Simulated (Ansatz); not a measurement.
Write a Python script for the Ansatz DFT code, driven from Python that makes a test of scalar relativity of GeLi. Use (for the species named): PBE, cc-pVTZ basis, multiplicity 2.

| atom | x (Å) | y (Å) | z (Å) |
| --- | --- | --- | --- |
| Li | 0.0000 | 0.0000 | 0.0000 |
| Ge | 0.0000 | 0.0000 | 2.4450 |

The script, `geli.py`:
```python
'''GeLi with and without the spin-free two-component Hamiltonian.'''

import ansatz as az
import numpy as np

GEOMETRY = '''
Li    0.00000    0.00000    0.00000
Ge    0.00000    0.00000    2.44500
'''


def main() -> None:
    mol = az.Crystal.molecule()
    for line in GEOMETRY.strip().splitlines():
        symbol, *xyz = line.split()
        mol = mol.atom(symbol, [float(v) for v in xyz])

    job = mol.calculation()
    job = job.functional('PBE').spin('collinear', total=1)
    job = job.forces()
    # a set contracted for a scalar-relativistic Hamiltonian goes with the relativistic run
    sets = {'none': 'cc-pVTZ', 'scalar': 'cc-pVTZ-DK'}
    found = {kind: job.basis(gaussian=basis).pseudopotentials(relativity=kind).run(threads=1).report for kind, basis in sets.items()}
    for kind, each in found.items():
        dipole = 4.803205 * np.linalg.norm(each['charge_distribution']['dipole_moment_e_ang'])
        print(f'{kind:7s} E = {each["free_energy_ev"]:.4f} eV  dipole {dipole:.3f} D  largest force component {np.abs(each["forces_ev_ang"]).max():.4f} eV/A')
    print(f'relativity lowers the total energy by {found["none"]["free_energy_ev"] - found["scalar"]["free_energy_ev"]:.3f} eV')


if __name__ == '__main__':
    main()
```

```console
$ python geli.py
none    E = -56712.7472 eV  dipole 4.989 D  largest force component 0.2375 eV/A
scalar  E = -57306.1078 eV  dipole 4.883 D  largest force component 0.2272 eV/A
relativity lowers the total energy by 593.361 eV
```

The total moves by -593.4 eV, nearly all in the cores, and the dipole from 4.99 to 4.88 D.

Notes:
- Total energies depend on the basis set; only differences at equal settings carry meaning.
- The geometry is a force-field or estimated start, not a minimum of this method. The basis set changes with the Hamiltonian (a set recontracted for scalar relativity), and most of the change in the total lies in the cores.
- The run takes the species as open-shell (spin multiplicity 2), which needn't be its ground state.
- The expectation value of S² is noticeably off S(S+1) in at least one run, so that state is spin-contaminated.
- The spin state was assumed, and another may lie lower.
- Timing: 29 s on 1 thread of Arm Neoverse V2, with other jobs on the host, peak memory 0.22 GiB.
